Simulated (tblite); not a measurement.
# C3H16N2PSi2: the cost of one run

The runs use tblite 0.8.0 and PySCF 2.14.0, with density-fitted response routines of our own; the level of theory stands in each step. All values are computed, except where a source is named. Atoms count from 0, in the outputs and in this text.

## 1. Starting geometry

24 atoms, charge 1, multiplicity 1; geometry from: force field or distance geometry start.

Bonds of the start (Å): C0–C1 1.51, C1–P2 1.83, P2–C3 1.79, P2–N4 1.76, P2–N5 1.69, N5–Si6 1.75, N5–Si7 1.73, C0–H8 1.12, C0–H9 1.11, C0–H10 1.11, C1–H11 1.10, C1–H12 1.12, C3–H13 1.13, C3–H14 1.12, C3–H15 1.11, N4–H16 1.06, N4–H17 1.05, Si6–H18 1.48, Si6–H19 1.47, Si6–H20 1.49, Si7–H21 1.49, Si7–H22 1.48, Si7–H23 1.46.

## 2. Optimising the geometry with GFN2-xTB

What the job is given:

```
{"job": {"kind": "relax", "xc": "GFN2-xTB", "basis": "xTB"}, "charge": 1, "multiplicity": 1}
C     -2.785200    -0.513900    -0.338600
C     -1.397300    -1.038200    -0.618600
P     -0.253900     0.228600     0.047100
C     -0.748300     0.522200     1.746100
N     -0.659500     1.698000    -0.840200
N      1.376200    -0.107700    -0.223000
Si     2.487400     1.226300    -0.415600
Si     2.017200    -1.658200     0.207400
H     -2.909900    -0.309900     0.754400
H     -2.858500     0.472300    -0.838200
H     -3.582800    -1.217500    -0.659700
H     -1.241000    -1.199200    -1.690600
H     -1.268700    -1.971200    -0.013500
H     -1.340300    -0.359600     2.119000
H     -1.475100     1.376900     1.749900
H      0.094600     0.748400     2.439400
H     -0.895800     1.398400    -1.825100
H      0.248700     2.220100    -0.925300
H      3.890100     0.764100    -0.404000
H      2.208200     1.876200    -1.706500
H      2.317900     2.290900     0.610400
H      1.457300    -2.678600    -0.717800
H      3.476700    -1.656400    -0.039000
H      1.830100    -2.092500     1.589500
```

Run with:

```console
OMP_NUM_THREADS=1 python probes_run.py task.json out
```

The driver reads the jobs from task.json and runs them one after another.

Q: Estimate the wall time and peak memory of this first job on 1 thread of Arm Neoverse V1, shared host.

About 1.2 s, with a peak of 0.18 GiB.
